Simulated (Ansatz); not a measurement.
# GeSb2Te4: the cost of one run

Computed with Ansatz 0.2.0 (DFT PBE, scalar-relativistic, plane waves, PAW, unless a step's input says otherwise).

### Step 1. The system as given

The structure is tetragonal, space group I-4m2 (No. 119). Conventional cell: a = 6.119 Å, b = 6.119 Å, c = 12.103 Å, α = 90.00°, β = 90.00°, γ = 90.00°. Ge (site symmetry -4m2) has 6 Te at 3.00 to 3.06 Å as nearest neighbours. Sb (site symmetry -4m2) is surrounded by 6 Te at 3.05 to 3.06 Å. Around Te (site symmetry 2mm) lie 3 Sb at 3.05 to 3.06 Å and 2 Ge at 3.06 Å. Te (site symmetry 2mm) has 1 Ge at 3.00 Å and 3 Sb at 3.05 to 3.06 Å as nearest neighbours.

As a file:

```
Ge Sb Te
1.0
    -3.05958    3.05958    6.05141
     3.05958   -3.05958    6.05141
     3.05958    3.05958   -6.05141
Ge Sb Te
1 2 4
Cartesian
  0.0000 0.0000 0.0000
  0.0000 0.0000 6.0514
  3.0596 0.0000 3.0257
  0.0000 3.0596 0.0196
  0.0000 0.0000 3.0035
  0.0000 3.0596 6.0318
  0.0000 0.0000 9.0994
```

The start is a polymorph listed in a database, not an invented cell.

### Step 2. A first look at the guess

input.yaml

```yaml
crystal:
  lattice:
    - [-3.05957508, 3.05957508, 6.05141497]
    - [3.05957508, -3.05957508, 6.05141497]
    - [3.05957508, 3.05957508, -6.05141497]
  atoms:
    - { symbol: Ge, position: [0.0, 0.0, 0.0] }
    - { symbol: Sb, position: [0.5, 0.5, 0.0] }
    - { symbol: Sb, position: [0.25, 0.75, 0.5] }
    - { symbol: Te, position: [0.50162, 0.00162, 0.5] }
    - { symbol: Te, position: [0.248162, 0.248162, 0.0] }
    - { symbol: Te, position: [0.99838, 0.49838, 0.5] }
    - { symbol: Te, position: [0.751838, 0.751838, 0.0] }
basis:
  ecutwfc: 420
kpoints:
  mp_grid: { grid: [4, 4, 4] }
hamiltonian:
  xc: pbe
scf:
  occupations: { method: gaussian, width: 0.1 }
  lower_state_search: "off"
output:
  forces: true
  stress: true
  eigenvalues: true
```

Run with:

```sh
> ansatz run input.yaml --threads 1 --pin off --max-ram 2560MiB --backend cpu --events-out ev --progress --plain --runs-dir out
```

**Question.** How long does this run take on 1 thread of AMD EPYC 7R13 (Zen 3), shared host, and how much memory does it need?

About 13 s, with a peak of 0.59 GiB.
